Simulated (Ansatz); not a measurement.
# P: the cost of one run

Method: DFT PBE+D3(BJ), scalar-relativistic, plane waves, PAW, in Ansatz 0.2.0.

2 further runs of the same task are left out: 2 set aside as unsound or not needed.

## (1) The system as given

The structure is orthorhombic, space group Cmce (No. 64). Conventional cell: a = 3.323 Å, b = 10.195 Å, c = 4.165 Å, α = 90.00°, β = 90.00°, γ = 90.00°. P (site symmetry m) has 3 P at 2.23 to 2.25 Å as nearest neighbours.

Structure file:

```xyz
4
Lattice="1.6614 -5.0973 0.0000 1.6614 5.0973 0.0000 0.0000 0.0000 4.1648" Properties=species:S:1:pos:R:3 pbc="T T T"
P     1.6614   -4.0129    0.2994
P     1.6614   -1.0844    2.3818
P     1.6614    4.0129    3.8654
P     1.6614    1.0844    1.7830
```

This cell was relaxed beforehand with the same method: volume 17.64 Å³/atom, gap on the mesh none (metal).

## (2) Point at V/V0 = 0.97

The input, input.yaml:

```yaml
crystal:
  lattice:
    - [1.6446315715, -5.0457856556, 0.0]
    - [1.6446315715, 5.0457856556, 0.0]
    - [0.0, 0.0, 4.122765511]
  atoms:
    - { symbol: P, position: [0.8936276155, 0.1063723845, 0.0718894414] }
    - { symbol: P, position: [0.6063723845, 0.3936276155, 0.5718894414] }
    - { symbol: P, position: [0.1063723845, 0.8936276155, 0.9281105586] }
    - { symbol: P, position: [0.3936276155, 0.6063723845, 0.4281105586] }
basis:
  ecutwfc: 420
kpoints:
  mp_grid: { grid: [14, 14, 10] }
hamiltonian:
  xc: pbe
  dispersion: d3bj
scf:
  occupations: { method: gaussian, width: 0.1 }
output:
  forces: true
  stress: true
  eigenvalues: true
relax:
  adjacent_minimum: "off"
  f_tol: 0.01
  max_steps: 30
  cell: { stress_tol: 0.1, fix: [volume] }
```

Started as:

```bash
ansatz run input.yaml --threads 2 --pin off --max-ram 5120MiB --backend cpu --events-out ev --progress --plain --runs-dir out
```

Q: Estimate wall time and peak memory on 2 threads of Arm Neoverse V1, shared host.

About 67 s, with a peak of 0.58 GiB.
